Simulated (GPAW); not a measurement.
Write an ASE script for GPAW 26.7.0 that does the following.

| Quantity | Value |
| --- | --- |
| Task | single point |
| Functional | PBEsol |
| Potentials or basis | PAW data sets generated in the run's folder for this functional |
| Cutoff | 600 eV |
| Basis | pw |
| k mesh | 6 × 6 × 6 |
| Occupations | fermi-dirac, width 0.05 eV |
| Spin | no spin polarisation |
| Maxiter | 150 |

Sn3Se:

```
CELL_PARAMETERS angstrom
4.74188 0.00000 0.00000
0.00000 4.74188 0.00000
0.00000 0.00000 4.74188
ATOMIC_POSITIONS crystal
Sn 0.50000 0.50000 0.00000
Sn 0.50000 0.00000 0.50000
Sn 0.00000 0.50000 0.50000
Se 0.00000 0.00000 0.00000
```

The cell comes from a database or a generator and needn't be the stable form of this composition.

These files were run (other wordings do the same):

run.py

```python
from ase import Atoms
from ase.dft.bandgap import bandgap
from ase.io import write
from ase.units import GPa
from gpaw import GPAW, PW, setup_paths

setup_paths.insert(0, '.')

atoms = Atoms(['Sn', 'Sn', 'Sn', 'Se'],
              cell=[[4.741879, 0.0, 0.0],
                    [0.0, 4.741879, 0.0],
                    [0.0, 0.0, 4.741879]],
              scaled_positions=[[0.5, 0.5, 0.0],
                                [0.5, 0.0, 0.5],
                                [0.0, 0.5, 0.5],
                                [0.0, 0.0, 0.0]],
              pbc=True)

calc = GPAW(mode=PW(600),
            xc='PBEsol',
            kpts={'size': (6, 6, 6), 'gamma': True},
            occupations={'name': 'fermi-dirac', 'width': 0.05},
            nbands=38,
            convergence={'density': 1e-05, 'energy': 1e-05},
            maxiter=150,
            txt='gpaw.txt')
atoms.calc = calc
energy = atoms.get_potential_energy()
forces = atoms.get_forces()
stress = atoms.get_stress()
calc.write('gs.gpw')
write('result.traj', atoms)
print(f'Energy: {energy:.6f} eV')
print('Forces (eV/A):')
print(forces.round(4))
print('Stress (GPa):', (stress / GPa).round(3))
print('Fermi level:', round(calc.get_fermi_level(), 4), 'eV')
print(f'Gap: {bandgap(calc)[0]:.4f} eV, direct: {bandgap(calc, direct=True)[0]:.4f} eV')
```

Potentials or basis: PAW data sets generated in the run's folder for this functional, pw.

The run is started by

```bash
$ gpaw-setup -f PBEsol Se Sn
$ OMP_NUM_THREADS=1 python run.py
```

It gave:

- Pressure: -2.8 GPa
- Band gap on the k mesh: none (metal or under the smearing width)

It took 44 s on 1 thread of Arm Neoverse V2, with other jobs on the host, peak memory 0.22 GiB.
